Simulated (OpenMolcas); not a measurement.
# BSiH4O2F (SMILES O[SiH2]B(O)F): a chain of runs

We compute the energy (HF/ANO-RCC-MB), then the energy (CASSCF(2,2)/ANO-RCC-VDZP), then the energy along one coordinate (CASPT2(2,2)/ANO-RCC-VDZP), then an energy scan (SC-NEVPT2(2,2)/ANO-RCC-VDZP), then the energy along one coordinate (MC-PDFT[tPBE](2,2)/ANO-RCC-VDZP) of BSiH4O2F. 

Program for the calculation: OpenMolcas 26.06.

**1. Starting point**

BSiH4O2F: 9 atoms, total charge 0, spin state singlet. SMILES: `O[SiH2]B(O)F`. The shape is that of a PBE0-D4/def2-TZVP optimisation. This is one conformer, not always the lowest.

Bond lengths: O1–Si2 1.653 Å, Si2–B3 2.035 Å, B3–O4 1.347 Å, B3–F5 1.342 Å, O1–H6 0.958 Å, Si2–H7 1.484 Å, Si2–H8 1.493 Å, O4–H9 0.965 Å. Some angles: O1–Si2–B3 110.9°, Si2–B3–O4 121.6°, Si2–B3–F5 119.7°, O4–B3–F5 118.7°, O1–Si2–H7 106.4°, O1–Si2–H8 111.4°, B3–Si2–H7 111.6°, B3–Si2–H8 108.7°, Si2–O1–H6 117.1°, B3–O4–H9 113.7°.

**2. A single-point energy at HF/ANO-RCC-MB (DKH2) (run 1)**

input.xyz reads:

```xyz
9

O      1.152500     0.650100     1.703000
Si     0.837600    -0.439800     0.500200
B     -0.701500     0.194000    -0.670900
O     -0.968000    -0.381600    -1.859000
F     -1.488500     1.196900    -0.250400
H      0.401000     1.098100     2.092900
H      2.093300    -0.579800    -0.278100
H      0.493300    -1.781600     1.056300
H     -1.731300    -0.002600    -2.311100
```

step1.inp reads:

```
* BFH4O2Si Hartree-Fock
>>> EXPORT MOLCAS_PRINT=2
&GATEWAY
Coord = input.xyz
Basis = ANO-RCC-MB
Group = NoSym
&SEWARD
&SCF
PrOrbitals = 0
&LOCALISATION
Occupied
Freeze
Pipek-Mezey
&LOCALISATION
FileOrb = $Project.LocOrb
Virtual
Pipek-Mezey
```

Command:

```
$ export MOLCAS_MEM=1860
$ pymolcas step1.inp > step1.log
```

The log of the run:

```text
--- Start Module: gateway ---
[...]
--- Stop Module: gateway /rc=_RC_ALL_IS_WELL_ ---
[...]
      Basis functions           33
[...]
       Convergence after   9 Iterations
[...]
::    Total SCF energy                               -565.7555088398
[...]
      Total spin, S                                     0.0000000000
[...]
      Total electronic charge=   48.000000
      Total            charge=   -0.000000
[...]
      Dipole Moment (debye):
      Origin of the operator (angstrom)=   -0.0888    0.1658   -0.0009
                   X= -2.1972E+00               Y= -2.9117E-02               Z= -1.0262E+00           Total=  2.4252E+00
      Quadrupole Moment (debye*angstrom):
[...]
--- Start Module: localisation ---
[...]
--- Stop Module: localisation /rc=_RC_ALL_IS_WELL_ ---
--- Start Module: localisation ---
[...]
--- Stop Module: localisation /rc=_RC_ALL_IS_WELL_ ---
[...]
```

It took 2.6 s on 1 thread of Intel Xeon 6975P-C (Granite Rapids), shared host; peak memory 0.38 GiB.

**3. The energy at CASSCF(2,2)/ANO-RCC-VDZP (DKH2, RICD fitting) (run 2)**

input.xyz is that of step 2.

step2.input reads:

```
* BFH4O2Si CASSCF
>>> EXPORT MOLCAS_PRINT=2
&GATEWAY
COORD=input.xyz
BASIS=ANO-RCC-MB
GROUP=NoSym
&SEWARD
&RASSCF
FILEORB=$CurrDir/step1.LocOrb
ALTER=2
1 18 24
1 25 32
SPIN=1
NACTEL=2 0 0
INACTIVE=23
RAS2=2
ORBLISTING=Nothing
>>> COPY $Project.RunFile RUNFIL1
>>> COPY $Project.RasOrb INPORB
&GATEWAY
COORD=input.xyz
BASIS=ANO-RCC-VDZP
GROUP=NoSym
RICD
&SEWARD
>>> COPY $Project.RunFile RUNFIL2
&EXPBAS
&RASSCF
FILEORB=$Project.ExpOrb
SPIN=1
NACTEL=2 0 0
INACTIVE=23
RAS2=2
ORBLISTING=Nothing
```

Command:

```
$ export MOLCAS_MEM=1860
$ pymolcas step2.input > step2.log
```

The log of the run:

```text
--- Start Module: gateway ---
[...]
      Basis functions           33
[...]
      Number of active orbitals                  2
[...]
      Spin quantum number                      0.0
[...]
      Active orbitals                            2
[...]
      Number of CSFs                             3
[...]
      Number of root(s) required                 1
[...]
      Convergence after 12 iterations
[...]
      printout of CI-coefficients larger than  0.05 for root  1
      energy=    -565.773709
      conf/sym  11     Coeff  Weight
             1  20   0.99487 0.98977
             3  02  -0.10116 0.01023
      Natural orbitals and occupation numbers for root  1
      sym 1:   1.979533   0.020467
      ************************************************************************************************************************
      *                                                    Final results                                                     *
[...]
::    RASSCF root number  1 Total energy:   -565.77370855
[...]
      Basis functions           94
[...]
      Convergence after 17 iterations
[...]
      Natural orbitals and occupation numbers for root  1
      sym 1:   1.981877   0.018123
      ************************************************************************************************************************
      *                                                    Final results                                                     *
[...]
::    RASSCF root number  1 Total energy:   -566.20067809
[...]
      Total electronic charge=   48.000000
      Total            charge=   -0.000000
[...]
      Dipole Moment (debye):
      Origin of the operator (angstrom)=   -0.0888    0.1658   -0.0009
                   X= -1.9743E+00               Y=  5.4563E-02               Z= -9.4954E-01           Total=  2.1914E+00
      Quadrupole Moment (debye*angstrom):
[...]
```

Wall time 8.4 s (1 thread of Intel Xeon 6975P-C (Granite Rapids), shared host); peak memory 0.38 GiB.

**4. An energy scan at CASPT2(2,2)/ANO-RCC-VDZP (DKH2, RICD fitting, ipea shift 0.25 Eh, pt2 variant SS) (run 3)**

step3.inp reads:

```
>>> COPY $CurrDir/step2.RasOrb $Project.RasOrb
>>> ForEach K in (1, 2, 3, 4, 5, 6, 7, 8, 9)
&GATEWAY
COORD=$CurrDir/point$K.xyz
BASIS=ANO-RCC-VDZP
GROUP=NoSym
RICD
&SEWARD
&RASSCF
FILEORB=$Project.RasOrb
SPIN=1
NACTEL=2 0 0
INACTIVE=23
RAS2=2
ORBLISTING=Nothing
&CASPT2
IMAGINARY=0.2
FROZEN=9
>>> EndDo
```

Command:

```
$ export MOLCAS_MEM=1860
$ pymolcas step3.inp > step3.log
```

The log of the run:

```text
[...]
      Basis functions           94
[...]
      Number of active orbitals                  2
[...]
      Spin quantum number                      0.0
[...]
      Active orbitals                            2
[...]
      Number of CSFs                             3
[...]
      Number of root(s) required                 1
[...]
      Convergence after 13 iterations
[...]
      printout of CI-coefficients larger than  0.05 for root  1
      energy=    -566.188208
      conf/sym  11     Coeff  Weight
             1  20   0.99694 0.99389
             3  02  -0.07817 0.00611
      Natural orbitals and occupation numbers for root  1
      sym 1:   1.987778   0.012222
      ************************************************************************************************************************
      *                                                    Final results                                                     *
[...]
::    RASSCF root number  1 Total energy:   -566.18820814
[...]
::    CASPT2 Root  1     Total energy:   -566.92101097
[...]
      Convergence after 14 iterations
[...]
      Natural orbitals and occupation numbers for root  1
      sym 1:   1.981867   0.018133
      ************************************************************************************************************************
      *                                                    Final results                                                     *
[...]
      Convergence after 17 iterations
[...]
      Convergence after 14 iterations
[...]
      Convergence after 17 iterations
[...]
::    RASSCF root number  1 Total energy:   -566.03948553
[...]
::    CASPT2 Root  1     Total energy:   -566.75181035
[...]
      Convergence after 18 iterations
[...]
::    RASSCF root number  1 Total energy:   -566.03423788
[...]
      Reference weight:           0.82681
[...]
::    CASPT2 Root  1     Total energy:   -566.74331060
[...]
```

Wall time 59 s (1 thread of Intel Xeon 6975P-C (Granite Rapids), shared host); peak memory 0.084 GiB.

The scan, from its lowest point:

| H6–O1 (Å) | energy (kJ/mol) |
| --- | --- |
| 0.862 | 35.7 |
| 0.958 | 0.0 |
| 1.054 | 15.7 |
| 1.197 | 82.4 |
| 1.389 | 194.2 |
| 1.628 | 318.6 |
| 1.916 | 419.5 |
| 2.299 | 480.0 |
| 2.874 | 502.3 |

**5. An energy scan at SC-NEVPT2(2,2)/ANO-RCC-VDZP (DKH2, RICD fitting, pt2 variant SC-NEVPT2) (run 4)**

step4.input reads:

```
* BFH4O2Si NEVPT2
>>> COPY $CurrDir/step2.RasOrb $Project.RasOrb
>>> ForEach K in (1, 2, 3, 4, 5, 6, 7, 8, 9)

&GATEWAY
 Coord
 $CurrDir/point$K.xyz
 Basis
 ANO-RCC-VDZP
 Group
 NoSym
 RICD

&SEWARD

&RASSCF
 FileOrb
 $Project.RasOrb
 Spin
 1
 Nactel
 2 0 0
 Inactive
 23
 Ras2
 2
 OrbListing
 Nothing

&CASPT2
 SC-NEVPT2
 Frozen
 9
>>> EndDo
```

Command:

```
$ export MOLCAS_MEM=1860
$ pymolcas step4.input > step4.log
```

The log of the run:

```text
--- Start Module: gateway ---
[...]
      Basis functions           94
[...]
      Number of active orbitals                  2
[...]
      Spin quantum number                      0.0
[...]
      Active orbitals                            2
[...]
      Number of CSFs                             3
[...]
      Number of root(s) required                 1
[...]
      Convergence after 13 iterations
[...]
      printout of CI-coefficients larger than  0.05 for root  1
      energy=    -566.188208
      conf/sym  11     Coeff  Weight
             1  20   0.99694 0.99389
             3  02  -0.07817 0.00611
      Natural orbitals and occupation numbers for root  1
      sym 1:   1.987778   0.012222
      ************************************************************************************************************************
      *                                                    Final results                                                     *
[...]
::    RASSCF root number  1 Total energy:   -566.18820814
[...]
::    SC-NEVPT2 Root  1     Total energy:   -566.92011924
[...]
      Convergence after 14 iterations
[...]
      Natural orbitals and occupation numbers for root  1
      sym 1:   1.981867   0.018133
      ************************************************************************************************************************
      *                                                    Final results                                                     *
[...]
      Convergence after 17 iterations
[...]
      Convergence after 14 iterations
[...]
      Convergence after 17 iterations
[...]
::    RASSCF root number  1 Total energy:   -566.03948553
[...]
::    SC-NEVPT2 Root  1     Total energy:   -566.74762198
[...]
      Convergence after 18 iterations
[...]
::    RASSCF root number  1 Total energy:   -566.03423788
[...]
::    SC-NEVPT2 Root  1     Total energy:   -566.73924547
[...]
```

It took 53 s on 1 thread of Intel Xeon 6975P-C (Granite Rapids), shared host; peak memory 0.084 GiB.

The scan, from its lowest point:

| H6–O1 (Å) | energy (kJ/mol) |
| --- | --- |
| 0.862 | 38.7 |
| 0.958 | 0.0 |
| 1.054 | 13.1 |
| 1.197 | 77.4 |
| 1.389 | 190.4 |
| 1.628 | 321.0 |
| 1.916 | 428.7 |
| 2.299 | 491.6 |
| 2.874 | 513.6 |

**6. The energy along one coordinate at MC-PDFT[tPBE](2,2)/ANO-RCC-VDZP (DKH2, RICD fitting) (run 5)**

step5.inp reads:

```
* BFH4O2Si MC-PDFT
>>> COPY $CurrDir/step2.RasOrb $Project.RasOrb
>>> ForEach K in (1, 2, 3, 4, 5, 6, 7, 8, 9)
&GATEWAY
Coord=$CurrDir/point$K.xyz
Basis=ANO-RCC-VDZP
Group=NoSym
RICD
&SEWARD
&RASSCF
FileOrb=$Project.RasOrb
Spin=1
Nactel=2 0 0
Inactive=23
Ras2=2
OrbListing=Nothing
&MCPDFT
KSDFT=T:PBE
>>> EndDo
```

Command:

```
$ export MOLCAS_MEM=1860
$ pymolcas step5.inp > step5.log
```

The log of the run:

```text
--- Start Module: gateway ---
[...]
      Basis functions           94
[...]
      Number of active orbitals                  2
[...]
      Spin quantum number                      0.0
[...]
      Active orbitals                            2
[...]
      Number of CSFs                             3
[...]
      Number of root(s) required                 1
[...]
      Convergence after 13 iterations
[...]
      printout of CI-coefficients larger than  0.05 for root  1
      energy=    -566.188208
      conf/sym  11     Coeff  Weight
             1  20   0.99694 0.99389
             3  02  -0.07817 0.00611
      Natural orbitals and occupation numbers for root  1
      sym 1:   1.987778   0.012222
      ************************************************************************************************************************
      *                                                    Final results                                                     *
[...]
::    RASSCF root number  1 Total energy:   -566.18820814
[...]
::    MCPDFT root number  1 Total energy:   -567.61740310
[...]
      Convergence after 14 iterations
[...]
      Natural orbitals and occupation numbers for root  1
      sym 1:   1.981867   0.018133
      ************************************************************************************************************************
      *                                                    Final results                                                     *
[...]
      Convergence after 17 iterations
[...]
      Convergence after 14 iterations
[...]
      Convergence after 17 iterations
[...]
::    RASSCF root number  1 Total energy:   -566.03948553
[...]
::    MCPDFT root number  1 Total energy:   -567.43866445
[...]
      Convergence after 18 iterations
[...]
::    RASSCF root number  1 Total energy:   -566.03423788
[...]
::    MCPDFT root number  1 Total energy:   -567.42953830
[...]
```

Run time: 58 s. Hardware: 1 thread of Intel Xeon 6975P-C (Granite Rapids), shared host; peak memory 0.084 GiB.

The scan, from its lowest point:

| H6–O1 (Å) | energy (kJ/mol) |
| --- | --- |
| 0.862 | 35.7 |
| 0.958 | 0.0 |
| 1.054 | 15.3 |
| 1.197 | 81.4 |
| 1.389 | 193.7 |
| 1.628 | 323.1 |
| 1.916 | 434.8 |
| 2.299 | 505.0 |
| 2.874 | 529.0 |

**7. What came out**

```
                                                         quantity          value
                               run 1, HF/ANO-RCC-MB: total energy  -565.75551 Eh
                              run 1, HF/ANO-RCC-MB: dipole moment         2.43 D
                                run 1, HF/ANO-RCC-MB: HOMO energy      -12.41 eV
                                run 1, HF/ANO-RCC-MB: LUMO energy        3.11 eV
                              run 1, HF/ANO-RCC-MB: HOMO–LUMO gap       15.52 eV
                    run 2, CASSCF(2,2)/ANO-RCC-VDZP: total energy  -566.20068 Eh
  run 2, CASSCF(2,2)/ANO-RCC-VDZP: dipole moment (CASSCF density)         2.19 D
       run 3, CASPT2(2,2)/ANO-RCC-VDZP: lowest energy of the scan  -566.93463 Eh
    run 4, SC-NEVPT2(2,2)/ANO-RCC-VDZP: lowest energy of the scan  -566.93486 Eh
run 5, MC-PDFT[tPBE](2,2)/ANO-RCC-VDZP: lowest energy of the scan  -567.63102 Eh
```

What this shows: Mulliken charges (run 1, HF/ANO-RCC-MB) run from -0.82 on O1 to +0.74 on Si2.
